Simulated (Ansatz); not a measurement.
# BrClH3NSi: the cost of one run

Computed with Ansatz 0.2.0, Gaussian basis. Level: PBE0-D4/def2-SVP.

16 further runs of the same task are left out: 16 set aside as unsound or not needed.

## Step 1: The starting structure

The first end: 7 atoms, charge 0, spin multiplicity 1.

Atoms are counted from 1 here; the program's logs count them from 0.

Bond lengths: Si1–Br2 2.208 Å, Si1–N3 1.692 Å, Si1–H5 1.473 Å, Si1–Cl6 2.056 Å, N3–H4 1.007 Å, N3–H7 1.008 Å. Angles: Br2–Si1–N3 107.4°, Br2–Si1–H5 110.7°, Br2–Si1–Cl6 107.3°, N3–Si1–H5 110.1°, N3–Si1–Cl6 115.1°, H5–Si1–Cl6 106.2°, Si1–N3–H4 120.7°, Si1–N3–H7 120.1°, H4–N3–H7 112.0°.

Coordinates:

```csv
atom,x (Å),y (Å),z (Å)
Si1,-0.40785,-0.23949,-0.35924
Br2,0.37184,0.20623,-2.37611
N3,0.48521,0.68320,0.74276
H4,1.48379,0.77399,0.64647
H5,-1.83672,0.10458,-0.26547
Cl6,-0.28775,-2.27487,-0.09320
H7,0.19137,0.74626,1.70488
```

The second end:

```
Si   -0.9218   -0.5267    0.3871
Br    2.3416    0.4999   -1.6487
N     0.1715    0.6410    0.3598
H     1.1126    0.6204   -0.4780
H    -2.0743   -0.6415    1.2958
Cl   -0.8013   -2.0276   -0.9011
H     0.1716    1.4343    0.9853
```

## Step 2: The band at PBE0-D4/def2-SVP

neb/in.yaml

```yaml
crystal:
  periodic: [false, false, false]
  atoms:
    - {symbol: Si, position_ang: [-0.407845, -0.239493, -0.359236]}
    - {symbol: Br, position_ang: [0.371839, 0.206233, -2.376114]}
    - {symbol: N, position_ang: [0.485213, 0.683198, 0.742763]}
    - {symbol: H, position_ang: [1.483795, 0.773987, 0.646471]}
    - {symbol: H, position_ang: [-1.836718, 0.104584, -0.265468]}
    - {symbol: Cl, position_ang: [-0.287751, -2.274868, -0.093201]}
    - {symbol: H, position_ang: [0.191368, 0.746260, 1.704884]}
basis:
  gaussian: {orbitals: def2-SVP}
hamiltonian: {xc: pbe0, dispersion: d4}
neb:
  images: 5
  climbing: true
  max_iterations: 40
  initial_path: idpp
  final_atoms:
    - {symbol: Si, position_ang: [-0.921822, -0.526655, 0.387072]}
    - {symbol: Br, position_ang: [2.341623, 0.499873, -1.648707]}
    - {symbol: N, position_ang: [0.171457, 0.641014, 0.359802]}
    - {symbol: H, position_ang: [1.112636, 0.620420, -0.478040]}
    - {symbol: H, position_ang: [-2.074310, -0.641503, 1.295772]}
    - {symbol: Cl, position_ang: [-0.801327, -2.027565, -0.901097]}
    - {symbol: H, position_ang: [0.171642, 1.434315, 0.985298]}
```

Started as:

```console
$ ansatz run in.yaml --threads 4 --pin off --events-out ev --progress --plain --max-ram 9574MiB
```

**Question.** How long does this run take on 4 threads of Arm Neoverse V2, shared host?

About 1.7 min.
